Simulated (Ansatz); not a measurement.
# F₂H₃SiSn radical: basis-set convergence

The task here is to estimate one member of a computed series from the others.

Computed with Ansatz 0.2.0, Gaussian basis. Level: one geometry, several basis sets.

The runs, in order: PBE0-D4/def2-SVP; ωB97M-V/def2-SVP; PBE0-D4/def2-QZVPP; ωB97M-V/def2-QZVPP; the functionals' def2-TZVPP values are taken from earlier runs.

1 further run of the same task is left out (for a known fault of the program).

### The geometry

An earlier PBE0-D4 in a triple-zeta def2 set relaxation fixed the geometry. Sn takes the def2 core potential; no spin-orbit term is included.

SMILES `[F][Sn]([F])[SiH3]`, 7 atoms, charge 0, spin multiplicity 2.

Atoms are counted from 1 here; the program's logs count them from 0.

Bond lengths: F1–Sn2 1.931 Å, Sn2–F3 1.931 Å, Sn2–Si4 2.672 Å, Si4–H5 1.482 Å, Si4–H6 1.482 Å, Si4–H7 1.482 Å. Angles: F1–Sn2–F3 99.8°, F1–Sn2–Si4 103.9°, F3–Sn2–Si4 103.7°, Sn2–Si4–H5 106.5°, Sn2–Si4–H6 106.6°, Sn2–Si4–H7 107.9°, H5–Si4–H6 111.2°, H5–Si4–H7 112.1°, H6–Si4–H7 112.1°.

Coordinates:

```
F     0.1265   -1.9826    1.7661
Sn    1.1307   -0.4984    1.0459
F     2.2325   -1.4366   -0.2332
Si   -0.6432    0.7971   -0.4747
H     0.1127    1.8392   -1.2094
H    -1.6319    1.4023    0.4492
H    -1.2661   -0.1889   -1.3896
```

The first run:

in.yaml reads:

```yaml
crystal:
  periodic: [false, false, false]
  atoms:
    - {symbol: F, position_ang: [0.126464, -1.982592, 1.766136]}
    - {symbol: Sn, position_ang: [1.130698, -0.498430, 1.045873]}
    - {symbol: F, position_ang: [2.232547, -1.436575, -0.233201]}
    - {symbol: Si, position_ang: [-0.643187, 0.797114, -0.474655]}
    - {symbol: H, position_ang: [0.112711, 1.839244, -1.209419]}
    - {symbol: H, position_ang: [-1.631896, 1.402257, 0.449212]}
    - {symbol: H, position_ang: [-1.266138, -0.188917, -1.389646]}
basis:
  gaussian: {orbitals: def2-SVP}
magnetization: {spin_polarized: true, initial_magnetization: 1}
hamiltonian: {xc: pbe0, dispersion: d4}
output: {orbitals: {seedname: orbitals}}
```

The run is started by

```
> ansatz run in.yaml --threads 4 --pin off --events-out ev --progress --plain --max-ram 10444MiB
```

Among the steps run: PBE0-D4 in def2-SVP; ωB97M-V in def2-SVP; PBE0-D4 in def2-QZVPP; ωB97M-V in def2-QZVPP.

One of the session's tables, all rows but one given; the rest of the session is left out.

It belongs to the step «Functionals by basis». 

```
functional       basis  HOMO (eV)  LUMO (eV)
   PBE0-D4    def2-SVP      -6.76      -4.04
   PBE0-D4  def2-TZVPP      -6.88      -4.11
   PBE0-D4  def2-QZVPP      -6.90      -4.13
   ωB97M-V    def2-SVP      -8.60      -2.28
   ωB97M-V  def2-TZVPP          ?          ?
   ωB97M-V  def2-QZVPP      -8.76      -2.47
```

**Question.** Estimate the row for ωB97M-V, def2-TZVPP.

**Answer.** HOMO (eV): -8.74; LUMO (eV): -2.42. In the column «HOMO (eV)» it lies between ωB97M-V, def2-QZVPP (-8.76) and ωB97M-V, def2-SVP (-8.60).
